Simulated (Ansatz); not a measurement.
**C₇H₁₄: vertical ionisation energy**

How much energy removes an electron from C₇H₁₄ at fixed geometry? The cation is run at each level and the neutral's energy taken from earlier runs.

Computed with Ansatz 0.2.0, Gaussian basis. Level: unrestricted cation, the program's frozen cores in correlated methods.

Levels to be run: UKS PBE-D4/def2-TZVPP; UKS r2SCAN-D4/def2-TZVPP; UKS PBE0-D4/def2-TZVPP; UKS B3LYP-D4/def2-TZVPP; UKS wB97X-V/def2-TZVPP; UKS wB97M-V/def2-TZVPP; UKS B2PLYP/def2-TZVPP; UHF-CCSD(T)/def2-TZVPP; UHF-MP2/def2-QZVPP; extrapolation to the limit; then −ε(HOMO) from the neutral's earlier runs with LDA (SPW92), PBE-D4, revPBE-D4, BLYP-D4, r2SCAN-D4, B97M-V, PBE0-D4, B3LYP-D4, r2SCANh-D4, r2SCAN0-D4, HSE06-D4, BHLYP-D4, CAM-B3LYP-D4, LC-ωPBE, ωB97X-V, ωB97M-V.

### 1 Structure used throughout

The geometry comes from an earlier relaxation with PBE0-D4 in a triple-zeta def2 set; it is a stationary point, not always the lowest conformer.

SMILES `C[C@@H]1CCC[C@@H]1C`, 21 atoms, charge 0, spin multiplicity 1.

Atoms are counted from 1 here; the program's logs count them from 0.

Bond lengths: C1–C2 1.522 Å, C1–H8 1.093 Å, C1–H9 1.094 Å, C1–H10 1.092 Å, C2–C3 1.529 Å, C2–C6 1.537 Å, C2–H11 1.095 Å, C3–C4 1.538 Å, C3–H12 1.094 Å, C3–H13 1.093 Å, C4–C5 1.541 Å, C4–H14 1.092 Å, C4–H15 1.092 Å, C5–C6 1.534 Å, C5–H16 1.094 Å, C5–H17 1.092 Å, C6–C7 1.515 Å, C6–H18 1.098 Å and more. Angles: C2–C1–H8 110.4°, C2–C1–H9 111.8°, C2–C1–H10 111.8°, H8–C1–H9 107.4°, H8–C1–H10 107.6°, H9–C1–H10 107.6°, C1–C2–C3 111.9°, C1–C2–C6 113.6°, C1–C2–H11 108.5°, C3–C2–C6 101.5°, C3–C2–H11 110.9°, C6–C2–H11 110.3°, C2–C3–C4 105.0°, C2–C3–H12 109.2°, C2–C3–H13 112.8°, C4–C3–H12 109.9°, C4–C3–H13 112.8°, H12–C3–H13 107.0° and more.

### 2 Cation, UKS PBE-D4/def2-TZVPP

File in.yaml:

```yaml
crystal:
  periodic: [false, false, false]
  atoms:
    - {symbol: C, position_ang: [-0.533653, -1.317216, -1.155892]}
    - {symbol: C, position_ang: [0.564113, -0.798526, -0.238259]}
    - {symbol: C, position_ang: [0.308409, -1.170781, 1.222482]}
    - {symbol: C, position_ang: [-0.683068, -0.112346, 1.735727]}
    - {symbol: C, position_ang: [-0.521845, 1.096006, 0.792406]}
    - {symbol: C, position_ang: [0.626700, 0.735005, -0.158223]}
    - {symbol: C, position_ang: [0.599294, 1.480678, -1.477021]}
    - {symbol: H, position_ang: [-0.585971, -2.407835, -1.109101]}
    - {symbol: H, position_ang: [-1.516466, -0.929700, -0.872286]}
    - {symbol: H, position_ang: [-0.356945, -1.039709, -2.197362]}
    - {symbol: H, position_ang: [1.523106, -1.200786, -0.582594]}
    - {symbol: H, position_ang: [1.247019, -1.103911, 1.781018]}
    - {symbol: H, position_ang: [-0.062660, -2.191891, 1.340794]}
    - {symbol: H, position_ang: [-1.707220, -0.490914, 1.705073]}
    - {symbol: H, position_ang: [-0.482778, 0.147737, 2.776897]}
    - {symbol: H, position_ang: [-1.437865, 1.262108, 0.217133]}
    - {symbol: H, position_ang: [-0.322399, 2.026261, 1.329063]}
    - {symbol: H, position_ang: [1.569380, 0.976158, 0.350364]}
    - {symbol: H, position_ang: [1.415010, 1.165937, -2.134003]}
    - {symbol: H, position_ang: [-0.342054, 1.316121, -2.008037]}
    - {symbol: H, position_ang: [0.699901, 2.557595, -1.318179]}
basis:
  gaussian: {orbitals: def2-TZVPP}
total_charge: 1
magnetization: {spin_polarized: true, initial_magnetization: 1}
hamiltonian: {xc: pbe, dispersion: d4}
```

Run with:

```
ansatz run in.yaml --threads 2 --pin off --events-out ev --progress --plain --max-ram 32768MiB --backend cuda --devices 0, --max-vram 18GiB
```

Further steps of the session: Cation, UKS r2SCAN-D4/def2-TZVPP; Cation, UKS PBE0-D4/def2-TZVPP; Cation, UKS B3LYP-D4/def2-TZVPP; Cation, UKS wB97X-V/def2-TZVPP; Cation, UKS wB97M-V/def2-TZVPP; Cation, UKS B2PLYP (frozen core)/def2-TZVPP; Cation, UHF-CCSD(T)/def2-TZVPP; Cation, UHF-MP2/def2-QZVPP.

Q: Predict the results of all the runs planned. Wanted: ionisation energy, CCSD(T)/CBS; nearest functional by difference; nearest −ε(HOMO); −ε(HOMO) of PBE; T1 of the cation.

The runs gave:

| quantity | value |
| --- | --- |
| ionisation energy, CCSD(T)/CBS | 10.85 eV |
| nearest functional by difference | ωB97X-V (-0.25 eV) |
| nearest −ε(HOMO) | ωB97X-V (-0.01 eV) |
| −ε(HOMO) of PBE | 7.09 eV |
| T1 of the cation | 0.029 |

Energy differences with functionals land within 1.04 eV of the reference. The PBE orbital energy is 3.8 eV too small: a semilocal HOMO is no ionisation energy. Among orbital estimates ωB97X-V comes nearest. Hartree-Fock falls 0.87 eV short, as the neutral has more correlation energy than the cation.
